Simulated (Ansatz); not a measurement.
# Zr3C2: one candidate of a structure search

Where does this trial cell of Zr3C2 go when cell and atoms are let free?

Computed with Ansatz 0.2.0 (DFT PBE, scalar-relativistic, plane waves, PAW, unless a step's input says otherwise).

## 1. The structure to begin with

It takes space group P4/mmm (No. 123, tetragonal). Conventional cell: a = 4.443 Å, b = 4.443 Å, c = 3.438 Å, α = 90.00°, β = 90.00°, γ = 90.00°. Around Zr (site symmetry mmm) lie 2 Zr at 2.22 Å and 8 C at 2.81 Å. Around Zr (site symmetry 4/mmm) lie 2 C at 1.72 Å. C (site symmetry 4/mmm) is surrounded by 2 Zr at 1.72 Å. Around C (site symmetry 4/mmm) lie 8 Zr at 2.81 Å.

As a file:

```
Zr C
1.0
     4.44275    0.00000    0.00000
     0.00000    4.44275    0.00000
     0.00000    0.00000    3.43819
Zr C
3 2
Cartesian
  0.0000 2.2214 0.0000
  2.2214 0.0000 0.0000
  2.2214 2.2214 0.0000
  2.2214 2.2214 1.7191
  0.0000 0.0000 1.7191
```

Recipe of the guess: random cell by space group and Wyckoff sites (P4/mmm, No. 123). Lengths come from tabulated atomic sizes and are only a guess.

## 2. The guess as it stands, on a coarse mesh

File input.yaml:

```yaml
crystal:
  lattice:
    - [4.44275033, 0.0, 0.0]
    - [0.0, 4.44275033, 0.0]
    - [0.0, 0.0, 3.43819014]
  atoms:
    - { symbol: Zr, position: [0.0, 0.5, 0.0] }
    - { symbol: Zr, position: [0.5, 0.0, 0.0] }
    - { symbol: Zr, position: [0.5, 0.5, 0.0] }
    - { symbol: C, position: [0.5, 0.5, 0.5] }
    - { symbol: C, position: [0.0, 0.0, 0.5] }
basis:
  ecutwfc: 420
kpoints:
  mp_grid: { grid: [4, 4, 6] }
hamiltonian:
  xc: pbe
scf:
  occupations: { method: gaussian, width: 0.1 }
  lower_state_search: "off"
output:
  forces: true
  stress: true
  eigenvalues: true
```

Run with:

```sh
$ ansatz run input.yaml --threads 1 --pin off --max-ram 2048MiB --backend cpu --events-out ev --progress --plain --runs-dir out
```

The session goes on with these runs: rough relaxation on the coarse mesh; relaxation on the finer mesh.

Before running it: what results should come out? Wanted: conventional cell; volume; energy over the elements; gap on the mesh.

The runs gave:

| quantity | value |
| --- | --- |
| symmetry at the end (tolerance 0.05 Å) | space group P4/mmm (No. 123) |
| conventional cell | a = 5.084 Å, b = 5.084 Å, c = 4.010 Å, α = 90.00°, β = 90.00°, γ = 90.00° |
| volume | 20.72 Å³/atom |
| energy over the elements | +2.34 eV/atom |
| gap on the mesh | none (metal) |

In words: The space group P4/mmm (No. 123) is kept, and the volume per atom grows by 52.7 % from the first guess. The formation energy is positive, so the separate elements lie lower. No finished test with a distortion of lower symmetry is shown, so the end may be a saddle point.
